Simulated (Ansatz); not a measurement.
# C2H8AlNO2: the cost of one run

Program: Ansatz 0.2.0. Level of theory: RKS B3LYP-D4/STO-3G. These are calculated values, not measurements.

## 1. Starting point

Bond lengths: C1–Al2 1.988 Å, Al2–C3 2.049 Å, C3–N4 1.402 Å, C3–O5 1.376 Å, C3–O6 1.416 Å, C1–H7 1.059 Å, C1–H8 1.118 Å, C1–H9 1.166 Å, Al2–H10 1.600 Å, N4–H11 1.001 Å, N4–H12 1.094 Å, O5–H13 0.996 Å, O6–H14 0.994 Å. Angles (14 of 20 angles, heavy atoms first): C1–Al2–C3 120.8°, Al2–C3–N4 108.3°, Al2–C3–O5 109.3°, Al2–C3–O6 106.4°, N4–C3–O5 113.5°, N4–C3–O6 109.2°, O5–C3–O6 109.9°, C1–Al2–H10 117.8°, C3–Al2–H10 121.4°, Al2–C1–H7 112.0°, Al2–C1–H8 106.5°, Al2–C1–H9 109.9°, C3–N4–H11 116.5°, C3–N4–H12 108.3°.

As a file:

```xyz
14

C     0.2664   -0.1992    2.3374
Al    0.9995    0.1046    0.5150
C    -0.2422    0.1967   -1.1125
N    -0.8988   -1.0354   -1.2355
O    -1.1004    1.2635   -0.9715
O     0.5913    0.3952   -2.2396
H     0.6442   -1.0868    2.7737
H    -0.8472   -0.2095    2.2340
H     0.4882    0.7241    3.0141
H     2.5861    0.2457    0.3628
H    -0.3166   -1.8481   -1.2928
H    -1.5177   -1.1850   -0.3462
H    -0.6152    2.1318   -1.0150
H    -0.0504    0.4731   -2.9953
```

## 2. Relaxing end A

Contents of input.yaml:

```yaml
crystal:
  periodic: [false, false, false]
  atoms:
    - { symbol: C, position_ang: [0.2664, -0.1992, 2.3374] }
    - { symbol: Al, position_ang: [0.9995, 0.1046, 0.515] }
    - { symbol: C, position_ang: [-0.2422, 0.1967, -1.1125] }
    - { symbol: "N", position_ang: [-0.8988, -1.0354, -1.2355] }
    - { symbol: O, position_ang: [-1.1004, 1.2635, -0.9715] }
    - { symbol: O, position_ang: [0.5913, 0.3952, -2.2396] }
    - { symbol: H, position_ang: [0.6442, -1.0868, 2.7737] }
    - { symbol: H, position_ang: [-0.8472, -0.2095, 2.234] }
    - { symbol: H, position_ang: [0.4882, 0.7241, 3.0141] }
    - { symbol: H, position_ang: [2.5861, 0.2457, 0.3628] }
    - { symbol: H, position_ang: [-0.3166, -1.8481, -1.2928] }
    - { symbol: H, position_ang: [-1.5177, -1.185, -0.3462] }
    - { symbol: H, position_ang: [-0.6152, 2.1318, -1.015] }
    - { symbol: H, position_ang: [-0.0504, 0.4731, -2.9953] }
basis:
  gaussian: { orbitals: STO-3G }
hamiltonian:
  xc: b3lyp
  dispersion: d4
relax:
  f_tol: 0.015
  max_steps: 40
```

Started as:

```sh
$ ansatz run input.yaml --threads 1 --pin off --max-ram 2048MiB --backend cpu --events-out ev --progress --plain --runs-dir out
```

Q: Estimate wall time and peak memory on 1 thread of Arm Neoverse V2, shared host.

About 2 min, with a peak of 0.15 GiB.
